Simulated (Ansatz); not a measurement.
**C2H4BBrSn: small, medium and large basis sets**

The task here is to estimate one member of a computed series from the others.

Method: one geometry, several basis sets; program: Ansatz 0.2.0, Gaussian basis.

Plan: PBE0-D4/def2-SVP; ωB97M-V/def2-SVP; PBE0-D4/def2-QZVPP; ωB97M-V/def2-QZVPP; the functionals' def2-TZVPP values are taken from earlier runs.

## Structure used throughout

An earlier PBE0-D4 in a triple-zeta def2 set relaxation fixed the geometry. Sn takes the def2 core potential; no spin-orbit term is included.

SMILES `BrC1=C[B]1[SnH3]`, 9 atoms, charge 0, spin multiplicity 1.

Atoms are counted from 1 here; the program's logs count them from 0.

Bond lengths: Br1–C2 1.847 Å, C2–C3 1.335 Å, C2–B4 1.470 Å, C3–B4 1.483 Å, C3–H6 1.081 Å, B4–Sn5 2.213 Å, Sn5–H7 1.706 Å, Sn5–H8 1.707 Å, Sn5–H9 1.707 Å. Angles: Br1–C2–C3 140.3°, Br1–C2–B4 156.1°, C3–C2–B4 63.6°, C2–C3–B4 62.6°, C2–C3–H6 141.5°, B4–C3–H6 155.8°, C2–B4–C3 53.8°, C2–B4–Sn5 153.8°, C3–B4–Sn5 152.4°, B4–Sn5–H7 111.4°, B4–Sn5–H8 111.4°, B4–Sn5–H9 109.8°, H7–Sn5–H8 108.2°, H7–Sn5–H9 108.0°, H8–Sn5–H9 107.9°.

The first run:

in.yaml reads:

```yaml
crystal:
  periodic: [false, false, false]
  atoms:
    - {symbol: Br, position_ang: [0.994930, 1.694119, -2.933457]}
    - {symbol: C, position_ang: [0.902830, 0.564831, -1.474555]}
    - {symbol: C, position_ang: [1.601680, -0.406126, -0.881877]}
    - {symbol: B, position_ang: [0.311392, -0.019514, -0.262275]}
    - {symbol: Sn, position_ang: [-1.244735, -0.198027, 1.300584]}
    - {symbol: H, position_ang: [2.520497, -0.966842, -0.977507]}
    - {symbol: H, position_ang: [-2.793292, 0.163918, 0.681683]}
    - {symbol: H, position_ang: [-1.289205, -1.772516, 1.959230]}
    - {symbol: H, position_ang: [-0.915499, 0.893858, 2.571175]}
basis:
  gaussian: {orbitals: def2-SVP}
hamiltonian: {xc: pbe0, dispersion: d4}
output: {orbitals: {seedname: orbitals}}
```

Among the steps run: PBE0-D4 in def2-SVP; ωB97M-V in def2-SVP; PBE0-D4 in def2-QZVPP; ωB97M-V in def2-QZVPP.

One table of the session follows, with a row left open; its other results are not shown here.

It belongs to the step «Density functionals: the series». 

```
functional       basis  HOMO (eV)
   PBE0-D4    def2-SVP      -7.70
   PBE0-D4  def2-TZVPP      -7.75
   PBE0-D4  def2-QZVPP      -7.76
   ωB97M-V    def2-SVP          ?
   ωB97M-V  def2-TZVPP      -9.88
   ωB97M-V  def2-QZVPP      -9.89
```

Q: Estimate the row for ωB97M-V, def2-SVP from the others.

**Answer.** HOMO (eV): -9.81. In the column «HOMO (eV)» it lies between ωB97M-V, def2-TZVPP (-9.88) and PBE0-D4, def2-QZVPP (-7.76).
